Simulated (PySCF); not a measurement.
# H5OSiTl: the cost of one run

Programs: PySCF 2.14.0, with routines of our own; each step states its level. All values are computed. Atoms count from 0.

## 1. The system as given

8 atoms, charge 0, multiplicity 1; geometry from: GFN2-xTB.

## 2. Geometry optimisation at PBE0-D3(BJ)/def2-SVP

The job: settings as JSON, then the geometry in Å.

```
{"job": {"xc": "PBE0", "basis": "def2-SVP", "d3": "d3bj", "grid": 1, "maxiter": 30, "shake": 0.01, "kind": "geom"}, "charge": 0, "multiplicity": 1}
Si     1.360220     0.384770     0.568330
O     -0.089160    -0.037310    -0.024400
Tl    -1.870580    -0.564490    -0.749750
H      1.940180     1.444800    -0.314730
H      2.200840    -0.780980     0.583170
H      1.140160     0.947070     1.915510
H     -1.816120    -0.377460    -2.409760
H     -2.810410    -1.035540     0.534650
```

Launch:

```sh
> OMP_NUM_THREADS=1 python heavy_run.py task.json out
```

The driver reads the jobs from task.json and runs them one after another.

Q: Estimate the wall time and peak memory of this first job on 1 thread of Arm Neoverse V1, shared host.

About 17 s, with a peak of 0.36 GiB.
